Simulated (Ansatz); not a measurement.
# BrH₅OSi₂: up Jacob's ladder to CCSD(T)

How much do the methods differ for BrH₅OSi₂? The plan is to run it at one geometry with functionals of several rungs and with coupled cluster. The yardstick is the atomisation energy at the CCSD(T) limit.

Program: Ansatz 0.2.0, Gaussian basis. Level of theory: functionals in def2-TZVPP, the program's frozen cores in correlated methods. These are calculated values, not measurements.

Levels to be run: LDA (SPW92), PBE-D4, revPBE-D4, BLYP-D4, r2SCAN-D4, B97M-V, PBE0-D4, B3LYP-D4, r2SCANh-D4, r2SCAN0-D4, HSE06-D4, BHLYP-D4, CAM-B3LYP-D4, LC-ωPBE, ωB97X-V, ωB97M-V, B2PLYP, PBE-QIDH; CCSD(T)/def2-SVP; CCSD(T)/def2-TZVPP; MP2/def2-QZVPP; extrapolation to the limit; RPA on PBE.

## (1) Structure used throughout

The geometry comes from an earlier relaxation with PBE0-D4 in a triple-zeta def2 set; it is a stationary point, not always the lowest conformer.

SMILES `O[SiH2][SiH2]Br`, 9 atoms, charge 0, spin multiplicity 1.

Atoms are counted from 1 here; the program's logs count them from 0.

Bond lengths: O1–Si2 1.648 Å, O1–H5 0.961 Å, Si2–Si3 2.348 Å, Si2–H6 1.490 Å, Si2–H7 1.483 Å, Si3–Br4 2.247 Å, Si3–H8 1.485 Å, Si3–H9 1.485 Å. Angles: Si2–O1–H5 116.1°, O1–Si2–Si3 108.4°, O1–Si2–H6 112.4°, O1–Si2–H7 106.9°, Si3–Si2–H6 107.8°, Si3–Si2–H7 112.3°, H6–Si2–H7 109.1°, Si2–Si3–Br4 103.2°, Si2–Si3–H8 114.8°, Si2–Si3–H9 114.8°, Br4–Si3–H8 106.7°, Br4–Si3–H9 107.4°, H8–Si3–H9 109.1°.

## (2) LDA

This LDA is Slater exchange with PW92 correlation.

The input, in.yaml:

```yaml
crystal:
  periodic: [false, false, false]
  atoms:
    - {symbol: O, position_ang: [-0.259511, 1.070857, -1.669040]}
    - {symbol: Si, position_ang: [0.630350, 0.887645, -0.294546]}
    - {symbol: Si, position_ang: [-0.028964, -1.107687, 0.753108]}
    - {symbol: Br, position_ang: [-2.263096, -1.099974, 0.515244]}
    - {symbol: H, position_ang: [-1.193147, 0.855343, -1.599796]}
    - {symbol: H, position_ang: [0.417603, 2.001478, 0.671745]}
    - {symbol: H, position_ang: [2.056262, 0.865569, -0.702889]}
    - {symbol: H, position_ang: [0.465944, -2.346516, 0.101584]}
    - {symbol: H, position_ang: [0.263159, -1.173116, 2.207493]}
basis:
  gaussian: {orbitals: def2-TZVPP}
hamiltonian: {xc: lda}
output: {orbitals: {seedname: orbitals}}
```

Further steps of the session: PBE-D4 (GGA); revPBE-D4 (GGA); BLYP-D4 (GGA); r2SCAN-D4 (meta-GGA); B97M-V (meta-GGA); PBE0-D4 (hybrid); B3LYP-D4 (hybrid); r2SCANh-D4 (hybrid); r2SCAN0-D4 (hybrid); HSE06-D4 (hybrid); BHLYP-D4 (hybrid); CAM-B3LYP-D4 (range-separated); LC-ωPBE (range-separated); ωB97X-V (range-separated); ωB97M-V (range-separated); B2PLYP (double hybrid); PBE-QIDH (double hybrid); CCSD(T) in def2-SVP; CCSD(T) in def2-TZVPP; MP2 in def2-QZVPP; RPA on PBE orbitals.

Q: Predict the results of all the runs planned. Wanted: atomisation energy, CCSD(T)/CBS; farthest beyond LDA; mean size of error, GGA; mean size of error, meta-GGA; mean size of error, hybrid; mean size of error, range-separated; mean size of error, double hybrid; gap, smallest and largest; T1 diagnostic.

As calculated:

| quantity | value |
| --- | --- |
| atomisation energy, CCSD(T)/CBS | 29.392 eV |
| functionals within 0.294 eV (1.0 %) | r2SCAN-D4, B97M-V, CAM-B3LYP-D4, ωB97X-V, ωB97M-V |
| farthest beyond LDA | BHLYP-D4 (-0.906 eV) |
| mean size of error, GGA | 0.596 eV |
| mean size of error, meta-GGA | 0.157 eV |
| mean size of error, hybrid | 0.550 eV |
| mean size of error, range-separated | 0.296 eV |
| mean size of error, double hybrid | 0.650 eV |
| gap, smallest and largest | 4.58 eV (LDA (SPW92)), 11.50 eV (LC-ωPBE) |
| T1 diagnostic | 0.0100 |
| triples share of the correlation energy | 3.4 % |

**Reading.** LDA overbinds by 3.333 eV (11 %). PBE-D4 is off by -0.302 eV. Double hybrids carry the basis error of their MP2 part in triple zeta, and no dispersion term here, so their miss is partly the set-up's. Taken by rung, meta-GGA functionals do best (0.157 eV on average) and double hybrid ones worst beyond LDA (0.650 eV). The gap between the best rungs is small, so their order is not settled. Misses under about 0.294 eV are within the doubt on the reference itself, which lacks core-valence correlation, relativity and higher excitations, and its outer-core shells are covered unevenly. All levels share the lack of spin-orbit coupling, which lowers the free heavy atoms and so the true binding. Hartree-Fock recovers 73 % of the binding; the rest is correlation. CCSD(T) in def2-SVP is off by -2.613 eV, more than most functionals: a good method in a small basis is no reference. The gap grows from 4.6 to 11.5 eV across the functionals, mostly with the share of exact exchange. Correlated methods include outer-core shells of Br, which these sets cover unevenly.
